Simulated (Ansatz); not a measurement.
# GeClF2 radical: one species, many methods

Aim: compute GeClF2 radical with functionals from several rungs and with coupled cluster. The yardstick is the atomisation energy at the CCSD(T) limit.

Program: Ansatz 0.2.0, Gaussian basis. Level of theory: functionals in def2-TZVPP, the program's frozen cores in correlated methods. These are calculated values, not measurements.

Levels to be run: LDA (SPW92), PBE-D4, revPBE-D4, BLYP-D4, r2SCAN-D4, B97M-V, PBE0-D4, B3LYP-D4, r2SCANh-D4, r2SCAN0-D4, HSE06-D4, BHLYP-D4, CAM-B3LYP-D4, LC-ωPBE, ωB97X-V, ωB97M-V, B2PLYP, PBE-QIDH; CCSD(T)/def2-SVP; CCSD(T)/def2-TZVPP; CCSD(T)/def2-QZVPP; extrapolation to the limit; RPA on PBE.

### 1 The relaxed structure

All runs share one geometry, relaxed beforehand with PBE0-D4 in a triple-zeta def2 set.

4 atoms, charge 0, spin multiplicity 2.

Atoms are counted from 1 here; the program's logs count them from 0.

Bond lengths: F1–Ge2 1.725 Å, Ge2–F3 1.725 Å, Ge2–Cl4 2.139 Å. Angles: F1–Ge2–F3 104.5°, F1–Ge2–Cl4 108.3°, F3–Ge2–Cl4 108.3°.

### 2 LDA

This LDA is Slater exchange with PW92 correlation.

in.yaml

```yaml
crystal:
  periodic: [false, false, false]
  atoms:
    - {symbol: F, position_ang: [0.933483, 0.779757, 1.107722]}
    - {symbol: Ge, position_ang: [-0.287940, -0.198973, 0.381810]}
    - {symbol: F, position_ang: [0.571250, -1.541652, -0.278297]}
    - {symbol: Cl, position_ang: [-1.161293, 0.900568, -1.231535]}
basis:
  gaussian: {orbitals: def2-TZVPP}
magnetization: {spin_polarized: true, initial_magnetization: 1}
hamiltonian: {xc: lda}
output: {orbitals: {seedname: orbitals}}
```

Run with:

```bash
$ ansatz run in.yaml --threads 2 --pin off --events-out ev --progress --plain --max-ram 32768MiB --backend cpu
```

The runs that follow: PBE-D4 (GGA); revPBE-D4 (GGA); BLYP-D4 (GGA); r2SCAN-D4 (meta-GGA); B97M-V (meta-GGA); B3LYP-D4 (hybrid); r2SCANh-D4 (hybrid); r2SCAN0-D4 (hybrid); HSE06-D4 (hybrid); BHLYP-D4 (hybrid); CAM-B3LYP-D4 (range-separated); LC-ωPBE (range-separated); ωB97X-V (range-separated); ωB97M-V (range-separated); B2PLYP (double hybrid); PBE-QIDH (double hybrid); CCSD(T) in def2-SVP; CCSD(T) in def2-TZVPP; CCSD(T) in def2-QZVPP; RPA on PBE orbitals.

Q: Predict the results of all the runs planned. Wanted: atomisation energy, CCSD(T)/CBS; farthest beyond LDA; mean size of error, GGA; mean size of error, meta-GGA; mean size of error, hybrid; mean size of error, range-separated; mean size of error, double hybrid; gap, smallest and largest; T1 diagnostic.

The runs gave:

```
                               quantity                                                                                        value
        atomisation energy, CCSD(T)/CBS                                                                               299.9 kcal/mol
functionals within 3.0 kcal/mol (1.0 %)  revPBE-D4, BLYP-D4, PBE0-D4, r2SCANh-D4, HSE06-D4, CAM-B3LYP-D4, LC-ωPBE, ωB97M-V, PBE-QIDH
                    farthest beyond LDA                                                                    BHLYP-D4 (-22.1 kcal/mol)
                mean size of error, GGA                                                                                 5.9 kcal/mol
           mean size of error, meta-GGA                                                                                 7.2 kcal/mol
             mean size of error, hybrid                                                                                 6.3 kcal/mol
    mean size of error, range-separated                                                                                 1.1 kcal/mol
      mean size of error, double hybrid                                                                                 2.6 kcal/mol
              gap, smallest and largest                                                     0.91 eV (LDA (SPW92)), 8.55 eV (LC-ωPBE)
                          T1 diagnostic                                                                                       0.0142
triples share of the correlation energy                                                                                        3.4 %
```

LDA overbinds by 64.7 kcal/mol (22 %). PBE-D4 misses by +14.0 kcal/mol. Double hybrids carry the basis error of their MP2 part in triple zeta, and no dispersion term here, so their miss is partly the set-up's. The rungs range-separated, double hybrid miss on average by less than the doubt on the reference (3.0 kcal/mol), so they tie. The reference freezes the cores and leaves out relativity and excitations past (T), and its outer-core shells are covered unevenly, so misses under about 3.0 kcal/mol can't be ranked. Hartree-Fock recovers 68 % of the binding; the rest is correlation. CCSD(T) in def2-SVP is off by -28.9 kcal/mol, so the small basis spoils what the method gains. Orbital gaps span 0.9 to 8.5 eV; exact exchange widens them. Correlated methods include outer-core shells of Ge, which these sets cover unevenly.
